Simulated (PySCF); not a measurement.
# C3H3F2GeN: the cost of one run

Computed with PySCF 2.14.0, with density-fitted response routines of our own, on a single molecule in the gas phase. Atoms count from 0, in the outputs and in this text.

**1. The molecule as given**

10 atoms, charge 0, multiplicity 1; geometry from: GFN2-xTB. The atoms were then displaced at random by about 0.01 Å, so the start is not that level's minimum.

Bonds of the start (Å): N0–C1 1.17, C1–C2 1.43, C2–F3 1.34, C2–C4 1.32, C4–Ge5 1.96, Ge5–F6 1.74, C4–H7 1.08, Ge5–H8 1.49, Ge5–H9 1.50.

**2. Geometry optimisation at PBE0-D3(BJ)/def2-SVP**

The job: settings as JSON, then the geometry in Å.

```
{"job": {"xc": "PBE0", "basis": "def2-SVP", "d3": "d3bj", "grid": 1, "shake": 0.01, "kind": "geom"}, "charge": 0, "multiplicity": 1}
N      3.615690    -0.391020     0.090070
C      2.467850    -0.215560     0.253310
C      1.055450    -0.039460     0.415450
F      0.722150     0.424780     1.630140
C      0.149510    -0.310240    -0.505620
Ge    -1.737060     0.066010    -0.107080
F     -1.968580     1.643370    -0.793950
H      0.484560    -0.665000    -1.464210
H     -2.670490    -0.787320    -0.888000
H     -2.068640     0.253510     1.348830
```

On the command line:

```sh
> OMP_NUM_THREADS=1 python probes_run.py task.json out
```

This one command runs all jobs of the session in turn.

**Question.** How long does this first job take on 1 thread of Arm Neoverse V2, shared host, and how much memory does it need?

About 48 s, with a peak of 0.54 GiB.
